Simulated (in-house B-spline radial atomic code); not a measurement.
**Nd⁷⁺: ionisation energy by several methods**

Wanted: one ionisation energy, Nd⁷⁺ to configuration [Kr] 4d10 4f2 5s2 5p2, up the ladder of functionals.

The numbers are computed with in-house B-spline radial atomic code version 1 (scalar-relativistic (X2C), several functionals, spin-polarised, exact exchange averaged over the configuration; spherical all-electron atom at the radial basis limit), except any that are marked as measured or tabulated.

**1. Starting point**

```
element       : neodymium (Z = 60)
charge        : +7
electrons     : 53
configuration : [Kr] 4d10 4f2 5s2 5p3
nucleus       : Fermi, rms radius 4.912 fm
```

The outer shells:

[Kr] 4d10 4f2 5s2 5p3
```
[Kr] core
4d [↑↓][↑↓][↑↓][↑↓][↑↓]
4f [↑ ][↑ ][  ][  ][  ][  ][  ]
5s [↑↓]
5p [↑ ][↑ ][↑ ]
```

Where spins are not typed, each open shell is filled with up spins first.

**2. B3LYP, a global hybrid**

Settings of the run:

```ini
Z = 60
electrons = 53.0
configuration = [Kr] 4d10 4f2 5s2 5p3
hamiltonian = x2c
method = b3lyp
spin_polarised = True
nucleus = fermi
rms_radius = 4.9123
mass_number = 142
atomic_mass = 141.907728824
speed_of_light = 137.035999084
exact_exchange = averaged over the configuration
```

Launch:

```sh
$ python run_scf.py task.json out
```

task.json lists these runs, among others, and the program works through them in turn.

**3. B97-1, a global hybrid**

The settings differ from step 2 so:

```diff
@@ -4,3 +4,3 @@
 hamiltonian = x2c
-method = b3lyp
+method = b97_1
 spin_polarised = True
```

**4. r2SCAN0, a global hybrid**

The settings differ from step 3 so:

```diff
@@ -4,3 +4,3 @@
 hamiltonian = x2c
-method = b97_1
+method = r2scan0
 spin_polarised = True
```

**5. BHandHLYP, a global hybrid**

The settings differ from step 4 so:

```diff
@@ -4,3 +4,3 @@
 hamiltonian = x2c
-method = r2scan0
+method = bhandhlyp
 spin_polarised = True
```

**6. ωB97X, a range-separated hybrid**

The settings differ from step 5 so:

```diff
@@ -4,3 +4,3 @@
 hamiltonian = x2c
-method = bhandhlyp
+method = wb97x
 spin_polarised = True
```

**Question.** The tabulated ionisation energy is 114 ± 6 eV (tabulated theoretical; NIST Atomic Spectra Database). What does each method give, and which comes nearest?

As calculated:

| method | rung | total energy (hartree) | ΔSCF (eV) | −ε highest (eV) | ΔSCF less tabulated (eV) |
| --- | --- | --- | --- | --- | --- |
| B3LYP | global hybrid | -9611.4428 | 114.28 | 102.13 (4f up) | +0.28 |
| B97-1 | global hybrid | -9611.1178 | 114.26 | 102.24 (4f up) | +0.26 |
| r2SCAN0 | global hybrid | -9611.2468 | 114.96 | 102.65 (4f up) | +0.96 |
| BHandHLYP | global hybrid | -9611.3140 | 114.25 | 105.75 (4f up) | +0.25 |
| ωB97X | range-separated hybrid | -9611.7466 | 113.95 | 105.02 (4f up) | -0.05 |

What this shows: Tables give 114 ± 6 eV (tabulated theoretical; NIST Atomic Spectra Database) for the ionisation energy. ωB97X misses by -0.05 eV, the least, and r2SCAN0 by +0.96 eV (0.84 %), the most. The table's own uncertainty is as large as these misses, so the order means little. Relativistic terms that these runs lack can be as large as the gaps between close methods, so the nearest may be so by luck. Spin-orbit coupling is left out. Open shells are averaged (over orientations, and over spins where the run is restricted), while tables refer to the lowest levels. ΔSCF removes a 5p electron, which is never the highest level here, so the two columns refer to different electrons.
